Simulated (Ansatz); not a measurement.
# Sr4Er: the cost of one run

Method: DFT PBE, scalar-relativistic, plane waves, PAW; 4f electrons in the core of a trivalent norm-conserving potential, in Ansatz 0.2.0.

## (1) The structure to begin with

The structure is cubic, space group P-43m (No. 215). The conventional cell has a = 5.422 Å, b = 5.422 Å, c = 5.422 Å, α = 90.00°, β = 90.00°, γ = 90.00°. Sr (site symmetry 3m) is surrounded by 1 Er at 2.35 Å. Around Er (site symmetry -43m) lie 4 Sr at 2.35 Å.

As a file:

```cif
data_structure
_symmetry_space_group_name_H-M 'P 1'
_symmetry_Int_Tables_number 1
_cell_length_a 5.4215
_cell_length_b 5.4215
_cell_length_c 5.4215
_cell_angle_alpha 90.000
_cell_angle_beta 90.000
_cell_angle_gamma 90.000
_cell_volume 159.35
loop_
_atom_site_label
_atom_site_type_symbol
_atom_site_fract_x
_atom_site_fract_y
_atom_site_fract_z
_atom_site_occupancy
Sr1 Sr 0.25000 0.25000 0.25000 1
Sr2 Sr 0.75000 0.75000 0.25000 1
Sr3 Sr 0.25000 0.75000 0.75000 1
Sr4 Sr 0.75000 0.25000 0.75000 1
Er1 Er 0.00000 0.00000 0.00000 1
```

The cell is invented: species swapped into a database cell of SnI4 (P-43m, No. 215), with Er on the Sn sites and Sr on the I sites. The dimensions are guesses.

## (2) The guess as it stands, on a coarse mesh

File input.yaml:

```yaml
crystal:
  lattice:
    - [5.42152861, 0.0, 0.0]
    - [0.0, 5.42152861, 0.0]
    - [0.0, 0.0, 5.42152861]
  atoms:
    - { symbol: Sr, position: [0.25, 0.25, 0.25] }
    - { symbol: Sr, position: [0.75, 0.75, 0.25] }
    - { symbol: Sr, position: [0.25, 0.75, 0.75] }
    - { symbol: Sr, position: [0.75, 0.25, 0.75] }
    - { symbol: Er, position: [0.0, 0.0, 0.0] }
basis:
  ecutwfc: 770
kpoints:
  mp_grid: { grid: [4, 4, 4] }
hamiltonian:
  xc: pbe
  pseudopotentials:
    kind: paw
    azcp: { Er: "pseudopotentials/pbe/nc/lanthanide_3plus/Er.nc.azcp" }
scf:
  occupations: { method: gaussian, width: 0.1 }
  lower_state_search: "off"
output:
  forces: true
  stress: true
  eigenvalues: true
```

Started as:

```
$ ansatz run input.yaml --threads 1 --pin off --max-ram 2560MiB --backend cpu --events-out ev --progress --plain --runs-dir out
```

Q: Estimate wall time and peak memory on 1 thread of Arm Neoverse V2, shared host.

About 9.3 s, with a peak of 0.42 GiB.
